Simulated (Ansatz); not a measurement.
## 4 structures of SrMg: a ranking of polymorphs by energy, step by step

Computed with Ansatz 0.2.0, Python API.

Interactive session:
```pycon
>>> import warnings
>>> import ansatz as az
>>> import numpy as np
>>> import spglib
>>> XC = "lda"
>>> EXTRA_BANDS = 16
>>> K_SPACING = 0.3
>>> SMEARING = "gaussian"
>>> SIGMA = 0.1
>>> PHASES = {
...     "R-3m": (
...         [(2.04180692, 1.17883777, 5.52241555), (-2.04180692, 1.17883777, 5.52241555), (0.0, -2.35767555, 5.52241555)],
...         [
...             ("Sr", (0.5, 0.5, 0.5)),
...             ("Mg", (0.0, 0.0, 0.0)),
...         ],
...     ),
...     "Pm-3m": (
...         [(4.19031811, 0.0, 0.0), (0.0, 4.19031811, 0.0), (0.0, 0.0, 4.19031811)],
...         [
...             ("Sr", (0.5, 0.5, 0.5)),
...             ("Mg", (0.0, 0.0, 0.0)),
...         ],
...     ),
...     "Fm-3m": (
...         [(0.0, 3.499514, 3.499514), (3.499514, 0.0, 3.499514), (3.499514, 3.499514, 0.0)],
...         [
...             ("Sr", (0.5, 0.5, 0.5)),
...             ("Mg", (0.0, 0.0, 0.0)),
...         ],
...     ),
...     "P-3m1": (
...         [(4.07018336, 0.0, 0.0), (-2.03509168, 3.52488219, 0.0), (0.0, 0.0, 11.109896)],
...         [
...             ("Sr", (2 / 3, 1 / 3, 0.161368)),
...             ("Sr", (1 / 3, 2 / 3, 0.838632)),
...             ("Mg", (1 / 3, 2 / 3, 0.408498)),
...             ("Mg", (2 / 3, 1 / 3, 0.591502)),
...         ],
...     ),
... }
>>> def build(vectors, sites):
...     crystal = az.Crystal(lattice=az.Lattice.of(vectors))
...     for symbol, position in sites:
...         crystal = crystal.atom(symbol, position)
...     return crystal
...
>>> def solve(name, crystal):
...     calc = crystal.calculation()
...     calc = calc.eigensolver("davidson", mixed_precision=False)
...     calc = calc.mixing("msr1", preconditioner="kerker")
...     calc = calc.basis(39 * az.Ry)
...     calc = calc.functional(XC)
...     calc = calc.scf(extra_bands=EXTRA_BANDS).kpoints(spacing=K_SPACING)
...     calc = calc.occupations(SMEARING, width=SIGMA)
...     calc = calc.stress()
...     calc = calc.band_table()
...     calc = calc.relax(force_tolerance=0.03, cell=True)
...     return calc.run(threads=1, pin="off")
...
>>> def space_group(outcome):
...     sites = outcome.report["lattice"]["sites"]
...     kinds = sorted({site["symbol"] for site in sites})
...     cell = (outcome.lattice.cell_ang, [site["position_frac"] for site in sites], [kinds.index(site["symbol"]) for site in sites])
...     return spglib.get_spacegroup(cell, symprec=0.01)
...
>>> def volume_per_atom(outcome):
...     return abs(np.linalg.det(outcome.lattice.cell_ang)) / len(outcome.lattice.sites)
...
>>> def pressure_gpa(outcome):
...     return float(np.trace(outcome.report["stress_gpa"]) / 3)
...
>>> warnings.simplefilter("ignore")
>>> phases = {name: build(*cell) for name, cell in PHASES.items()}
>>> done = {}
>>> for name, crystal in phases.items():
...     try:
...         done[name] = solve(name, crystal)
...     except az.NonConvergedError as error:
...         print(name, "did not converge:", str(error)[:120])
...
>>> energy = {name: o.report["energy_sigma0_ev"] / len(o.lattice.sites) for name, o in done.items()}
>>> lowest = min(energy.values())
>>> rows = [(name, len(o.lattice.sites), 1000 * (energy[name] - lowest), space_group(o), volume_per_atom(o), pressure_gpa(o)) for name, o in done.items()]
>>> rows.sort(key=lambda row: row[2])
>>> print("     phase       atoms  dE (meV/atom)  space group  V (A^3/atom)     P (GPa)")
     phase       atoms  dE (meV/atom)  space group  V (A^3/atom)     P (GPa)
>>> for row in rows:
...     print(f"{str(row[0]):>10}  {row[1]:10d}  {row[2]:13.1f}  {str(row[3]):>11}  {row[4]:12.3f}  {row[5]:10.2f}")
...
     Pm-3m           2            0.0  Pm-3m (221)        33.300       -0.01
      R-3m           2          208.3   R-3m (166)        35.803       -0.00
     P-3m1           4          218.5  P-3m1 (164)        35.765       -0.00
     Fm-3m           2          334.3  Fm-3m (225)        39.408       -0.01
```

By space group at the end of each run: Pm-3m (+0 meV an atom, 33.3 Å³), R-3m (+208 meV an atom, 35.8 Å³), P-3m1 (+218 meV an atom, 35.8 Å³) and Fm-3m (+334 meV an atom, 39.4 Å³).

The settings weren't tested for convergence. Pressure is positive in compression. The meshes are coarse for the metals among these phases, whose energies can be off by up to 40 meV an atom. The cells come from databases of deposited and of computed structures, and not all need be stable phases. The ranking holds among these structures alone, at zero temperature; the ground state may be another structure. Differences under about 40 meV an atom lie within the error of mesh and functional. Run time: 100 s on 1 thread of Arm Neoverse V2, with other jobs on the host, peak memory 0.48 GiB.
